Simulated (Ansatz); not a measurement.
The system is NaLa.

```
La Na
1.0
     3.60625    0.00000    0.00000
    -1.80313    3.12310    0.00000
     0.00000    0.00000    6.48378
La Na
1 1
Direct
  0.00000 0.00000 0.50000
  0.66667 0.33333 0.00000
```

The cell comes from a database or a generator and needn't be the stable form of this composition.

The cell isn't the ideal one: the cell as VASP's run set it.

| Quantity | Value |
| --- | --- |
| Program | Ansatz 0.2.0 |
| Task | relaxation of cell and atoms |
| Functional | revPBE |
| Dispersion | D3(BJ) |
| Potentials or basis | all-electron LAPW, relativistic spinors |
| Basis error allowed | 0.001 eV/atom |
| k mesh | 7 × 7 × 3 |
| Occupations | methfessel-paxton, width 0.2 eV |
| Spin | spin-orbit coupling, no magnetisation |

At the start: volume 36.51 Å³/atom.

Q: How do energy, volume and symmetry change on relaxing?

A: Over 5 steps the energy falls by 19.9 meV/atom and the volume is 33.11 Å³/atom (-9.3 %); space group P-6m2 (No. 187, to 0.05 Å).

The path:
| step | energy change (eV) | largest force (eV/Å) | volume (Å³) |
| --- | --- | --- | --- |
| 1 | 0.0000 | 0.0000 | 73.02 |
| 2 | -0.0284 | 0.0000 | 69.77 |
| 3 | -0.0394 | 0.0000 | 65.71 |
| 4 | -0.0399 | 0.0000 | 66.23 |
| 5 | -0.0399 | 0.0000 | 66.23 |

Final structure:
```cif
data_structure
_symmetry_space_group_name_H-M 'P 1'
_symmetry_Int_Tables_number 1
_cell_length_a 3.4862
_cell_length_b 3.4862
_cell_length_c 6.2925
_cell_angle_alpha 90.000
_cell_angle_beta 90.000
_cell_angle_gamma 120.000
_cell_volume 66.23
loop_
_atom_site_label
_atom_site_type_symbol
_atom_site_fract_x
_atom_site_fract_y
_atom_site_fract_z
_atom_site_occupancy
La1 La 0.00000 0.00000 0.50000 1
Na1 Na 0.66667 0.33333 0.00000 1
```

Caveat: the k mesh is thin for a metal, which can move the energy by tens of meV per atom.
